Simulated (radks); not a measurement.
# Exchange and kinetic functionals tested on atomic densities: Kr, In²⁺, Ga³⁺, P, Nb³¹⁺, Cs⁺

The task here is to estimate one member of a computed series from the others.

Program: radks (a radial shooting solver on a logarithmic mesh, Libxc functionals) version 1. Level of theory: non-relativistic Kohn-Sham, LDA (Slater exchange, Perdew-Wang correlation), spin-polarised, spherical densities, point nucleus; open shells are filled with parallel spins first. These are calculated values, not measurements, unless marked.

## The atom as given

```
species : Kr ([Kr]), In²⁺ ([Kr] 4d10 5s1), Ga³⁺ ([Ar] 3d10), P ([Ne] 3s2 3p3), Nb³¹⁺ ([Ne]), Cs⁺ ([Xe])
```

Set-up of the first run:

Input:

```text
Z 36
configuration [Kr]
relativity non-relativistic
functional lda,pw
spin polarised
nucleus point
```

Steps of the session up to this table: Kr, [Kr].

One table of the session follows, with a row left open; its other results are not shown here.

Radial moments (bohr):

```
level      <r>  outermost maximum (interpolated)  90 % within  nodes
   1s  0.04250                            0.0281       0.0756      0
   2s   0.1881                             0.158        0.290      1
   2p   0.1620                             0.125        0.264      0
   3s   0.5427                             0.477        0.807      2
   3p   0.5462                             0.468        0.833      1
   3d        ?                                 ?            ?      ?
   4s    1.599                              1.36         2.38      3
   4p    1.950                              1.55         3.02      2
```

Q: Estimate the row for 3d from the others.

**Answer.** <r>: 0.5543; outermost maximum (interpolated): 0.409; 90 % within: 0.908; nodes: 0. In the column «<r>» it lies between 3p (0.5462) and 4s (1.599).
